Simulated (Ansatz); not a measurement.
# ClH₄N₂OTa: one species, many methods

One table from this session's results is given with a row withheld; the runs are named, their logs left out.

Computed with Ansatz 0.2.0, Gaussian basis. Level: functionals in def2-TZVPP, the program's frozen cores in correlated methods.

Levels to be run: LDA (SPW92), PBE-D4, revPBE-D4, BLYP-D4, r2SCAN-D4, B97M-V, PBE0-D4, B3LYP-D4, r2SCANh-D4, r2SCAN0-D4, HSE06-D4, BHLYP-D4, CAM-B3LYP-D4, LC-ωPBE, ωB97X-V, ωB97M-V, B2PLYP, PBE-QIDH; CCSD(T)/def2-SVP; CCSD(T)/def2-TZVPP; MP2/def2-QZVPP; extrapolation to the limit; RPA on PBE.

## The geometry

The geometry comes from an earlier relaxation with PBE0-D4 in a triple-zeta def2 set; it is a stationary point, not always the lowest conformer. Ta takes the def2 core potential; no spin-orbit term is included.

SMILES `[NH2][Ta]([NH2])(=[O])[Cl]`, 9 atoms, charge 0, spin multiplicity 1.

Atoms are counted from 1 here; the program's logs count them from 0.

Bond lengths: N1–Ta2 1.973 Å, N1–H6 1.010 Å, N1–H7 1.009 Å, Ta2–N3 1.973 Å, Ta2–O4 1.713 Å, Ta2–Cl5 2.332 Å, N3–H8 1.009 Å, N3–H9 1.010 Å. Angles: Ta2–N1–H6 125.6°, Ta2–N1–H7 124.1°, H6–N1–H7 110.1°, N1–Ta2–N3 112.0°, N1–Ta2–O4 106.3°, N1–Ta2–Cl5 110.0°, N3–Ta2–O4 106.3°, N3–Ta2–Cl5 110.0°, O4–Ta2–Cl5 112.1°, Ta2–N3–H8 124.1°, Ta2–N3–H9 125.6°, H8–N3–H9 110.1°.

Coordinates:

```xyz
9
charge 0, multiplicity 1
N    -1.1413    1.2369   -0.1709
Ta    0.5533    0.2284   -0.2329
N     0.3355   -1.6235    0.4121
O     0.9841    0.1136   -1.8868
Cl    2.1826    1.3258    1.0243
H    -1.7045    1.3905    0.6533
H    -1.6040    1.6175   -0.9831
H     0.4925   -2.4431   -0.1554
H    -0.0096   -1.8925    1.3224
```

The first run:

Input file in.yaml:

```yaml
crystal:
  periodic: [false, false, false]
  atoms:
    - {symbol: N, position_ang: [-1.141279, 1.236920, -0.170950]}
    - {symbol: Ta, position_ang: [0.553323, 0.228352, -0.232908]}
    - {symbol: N, position_ang: [0.335501, -1.623488, 0.412054]}
    - {symbol: O, position_ang: [0.984056, 0.113637, -1.886776]}
    - {symbol: Cl, position_ang: [2.182601, 1.325784, 1.024317]}
    - {symbol: H, position_ang: [-1.704546, 1.390484, 0.653316]}
    - {symbol: H, position_ang: [-1.603996, 1.617539, -0.983051]}
    - {symbol: H, position_ang: [0.492479, -2.443127, -0.155427]}
    - {symbol: H, position_ang: [-0.009637, -1.892502, 1.322425]}
basis:
  gaussian: {orbitals: def2-TZVPP}
hamiltonian: {xc: lda}
output: {orbitals: {seedname: orbitals}}
```

Steps of the session up to this table: LDA; PBE-D4 (GGA); revPBE-D4 (GGA); BLYP-D4 (GGA); r2SCAN-D4 (meta-GGA); B97M-V (meta-GGA); PBE0-D4 (hybrid); B3LYP-D4 (hybrid); r2SCANh-D4 (hybrid); r2SCAN0-D4 (hybrid); HSE06-D4 (hybrid); BHLYP-D4 (hybrid); CAM-B3LYP-D4 (range-separated); LC-ωPBE-D4 (range-separated; the results give it without D4); ωB97X-V (range-separated); ωB97M-V (range-separated); B2PLYP (double hybrid); PBE-QIDH (double hybrid).

One table of the session follows, with a row left open; its other results are not shown here.

It belongs to the step «Orbital energies across the functionals». 

| functional | HOMO (eV) | gap (eV) |
| --- | --- | --- |
| LDA (SPW92) | -6.70 | 4.75 |
| PBE-D4 | -6.49 | 4.78 |
| revPBE-D4 | -6.42 | 4.80 |
| BLYP-D4 | -6.36 | 4.77 |
| r2SCAN-D4 | -6.81 | 5.27 |
| B97M-V | -6.86 | 5.39 |
| PBE0-D4 | -7.88 | 7.01 |
| B3LYP-D4 | -7.63 | 6.53 |
| r2SCANh-D4 | -7.33 | 6.09 |
| r2SCAN0-D4 | -8.11 | 7.34 |
| HSE06-D4 | -7.48 | 6.22 |
| BHLYP-D4 | -9.17 | 9.28 |
| CAM-B3LYP-D4 | -9.27 | 9.50 |
| LC-ωPBE | -10.67 | 12.08 |
| ωB97X-V | -10.27 | 11.59 |
| ωB97M-V | ? | ? |

Estimate the missing values for ωB97M-V.

As computed: HOMO (eV): -10.16; gap (eV): 11.16. In the column «HOMO (eV)» it lies between ωB97X-V (-10.27) and CAM-B3LYP-D4 (-9.27).
